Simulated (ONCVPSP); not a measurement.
# Iridium: generating and testing an ONCV potential

Aim: build the potential from the settings below, then test how well it stands in for the atom: other configurations, scattering, ghost states and the plane-wave cutoff that it needs.

The numbers are computed with ONCVPSP 4.0.1 (LDA (Perdew-Wang 92), scalar-relativistic, spin-unpolarised reference atom).

### Step 1. The design

Typed settings, in words:

| Item | Value |
| --- | --- |
| element | iridium (Ir, Z = 77) |
| type | optimised norm-conserving Vanderbilt (ONCV) |
| frozen core | [Kr] 4d10 4f14 |
| valence charge | 17 |
| reference configuration | 5s2 5p6 5d7 6s2 |
| partial waves | 5s+6s: rc 1.65 bohr, ncon 3, nbas 8, qcut 6 1/bohr, 2 projectors; 5p: rc 1.30 bohr, ncon 4, nbas 8, qcut 6.1 1/bohr, 2 projectors, debl 3 Ha; 5d: rc 1.90 bohr, ncon 3, nbas 8, qcut 9.1 1/bohr, 2 projectors, debl 3 Ha |
| local potential | polynomial inside 0.95 bohr (lpopt 5, dvloc0 0 Ha) |
| core correction | not asked for |

### Step 2. Generation

Ir.dat reads:

```
# ATOM AND REFERENCE CONFIGURATION
# atsym  z   nc   nv     iexc    psfile
  Ir 77.00   10    4  -001012      upf
#
#   n    l    f
    1    0    2.00
    2    0    2.00
    2    1    6.00
    3    0    2.00
    3    1    6.00
    3    2   10.00
    4    0    2.00
    4    1    6.00
    4    2   10.00
    4    3   14.00
    5    0    2.00
    5    1    6.00
    5    2    7.00
    6    0    2.00
#
# PSEUDOPOTENTIAL AND OPTIMIZATION
# lmax
    2
#
#   l,   rc,      ep,       ncon, nbas, qcut
    0    1.65    0.00    3    8    6.00
    1    1.30    0.00    4    8    6.10
    2    1.90    0.00    3    8    9.10
#
# LOCAL POTENTIAL
# lloc, lpopt,  rc(5),   dvloc0
    4    5    0.95    0.00
#
# VANDERBILT-KLEINMAN-BYLANDER PROJECTORs
# l, nproj, debl
    0    2    0.60
    1    2    3.00
    2    2    3.00
#
# MODEL CORE CHARGE
# icmod, fcfact, rcfact
    0    0.00    0.00
#
# LOG DERIVATIVE ANALYSIS
# epsh1, epsh2, depsh
   -5.00    5.00    0.04
#
# OUTPUT GRID
# rlmax, drl
    6.00    0.01
#
# TEST CONFIGURATIONS
# ncnf
    4
# nvcnf
#   n    l    f
    4
    5    0    2.00
    5    1    6.00
    5    2    7.00
    6    0    1.00
#
    4
    5    0    2.00
    5    1    6.00
    5    2    7.00
    6    0    0.00
#
    4
    5    0    2.00
    5    1    6.00
    5    2    6.00
    6    0    0.00
#
    4
    5    0    2.00
    5    1    6.00
    5    2    8.00
    6    0    1.00
#
```

Started as:

```sh
$ oncvpsp.x < Ir.dat > Ir.out
```

What does the calculation give? Wanted: cutoffs for 1 and 0.1 mHa per electron, occupied waves; bound ghosts; GHOST(+) flags; largest test error; largest phase difference near zero energy, channels read.

As calculated:

| quantity | value |
| --- | --- |
| cutoffs for 1 and 0.1 mHa per electron, occupied waves | 99 Ha and 124 Ha |
| bound ghosts | s at -21.81 eV |
| GHOST(+) flags | p at 287 eV |
| largest test error (AE − PS) | -20 meV, for 5s2 5p6 5d6 6s0 |
| largest phase difference near zero energy, channels read | 0.003 rad |

What this shows: A bound ghost (s) makes it unfit for use: electrons can fall into a state that the atom doesn't have. The worst unpolarised test, 5s2 5p6 5d6 6s0, is off by 20 meV on 58.9 eV; by total energies transferability rates as good. Atomic tests can pass in spite of a ghost, since they solve only for the levels asked. It counts as very hard, with 99 Ha needed at the looser tolerance. At the looser tolerance the 5p wave is the slowest; 5d needs 19 Ha. Near zero energy the phases of the channels with partial waves agree within 0.003 rad. The pseudo curves have a pole with no partner nearby in the atom's: s at -0.80 Ha. The program also flags highly localised states, GHOST(+) (p). Note that the frozen 4f shell (-63 eV) lies higher than the valence 5s shell (-98 eV). These are tests on the free atom; a crystal test is still owed.
